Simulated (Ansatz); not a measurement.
## BH₃S₂, SMILES SBS: the interaction energy of a dimer with the counterpoise correction, step by step

With the Ansatz DFT code, driven from Python.

Run as a notebook:

In [1]:
```python
import ansatz
```

In [2]:
```python
FIRST = [
    ("S", (-1.4053, -0.337, -0.8476)),
    ("B", (0.2296, -0.3598, -0.0304)),
    ("S", (0.8261, 1.1271, 0.9312)),
    ("H", (-0.831, 0.2392, -2.0498)),
    ("H", (0.9014, -1.3351, -0.138)),
    ("H", (0.2793, 0.6657, 2.1347)),
]
SECOND = [
    ("S", (1.0816, -2.0514, 2.6028)),
    ("B", (-0.0501, -2.9725, 1.5019)),
    ("S", (0.3969, -4.6868, 0.9078)),
    ("H", (1.7893, -1.4971, 1.463)),
    ("H", (-1.0642, -2.4487, 1.168)),
    ("H", (-0.2356, -5.3112, 1.9896)),
]
```

In [3]:
```python
def energy(atoms, ghosts=()):
    molecule = ansatz.Crystal.molecule()
    for symbol, xyz in atoms:
        molecule = molecule.atom(symbol, xyz)
    calc = (
        molecule.calculation()
        .basis(gaussian="cc-pVDZ")
        .functional("b3lyp")
    )
    deck = calc.input()
    if ghosts:
        deck = deck.set(ansatz.key.basis.gaussian.ghost_atoms, [{"symbol": s, "position_ang": list(xyz)} for s, xyz in ghosts])
    return ansatz.Session.from_dict(deck).plan().execute().report["free_energy_ev"]

# ghost atoms carry the functions of the partner
both = energy(FIRST + SECOND)
alone = energy(FIRST) + energy(SECOND)
ghosted = energy(FIRST, SECOND) + energy(SECOND, FIRST)
print(f"dimer {both:.6f} eV")
print(f"interaction, uncorrected   {96.485332 * (both - alone):8.3f} kJ/mol")
print(f"interaction, counterpoise  {96.485332 * (both - ghosted):8.3f} kJ/mol")
print(f"basis-set superposition    {96.485332 * (alone - ghosted):8.3f} kJ/mol")
```
```text
dimer -44793.822532 eV
interaction, uncorrected     19.078 kJ/mol
interaction, counterpoise    24.446 kJ/mol
basis-set superposition       5.368 kJ/mol
```

Uncorrected it is 19.078 kJ/mol, with the counterpoise correction 24.446 kJ/mol; the difference, 5.368 kJ/mol, is the superposition error. In this basis both values are repulsive.

Notes:
- Total energies depend on the basis set; only differences at equal settings carry meaning.
- The dimer is a generated trial pose of unrelaxed monomers, not a minimum, so the figure is no binding energy, and the basis set is small.
- b3lyp holds the VWN-RPA fit, as in Gaussian; the form of ORCA and Turbomole is b3lyp5.
- This level lacks the dispersion part of the attraction (electrostatics and induction are there), which can decide the sign where the interaction is weak.
- Run time: 20 s on 1 thread of Arm Neoverse V2, with other jobs on the host, peak memory 0.39 GiB.
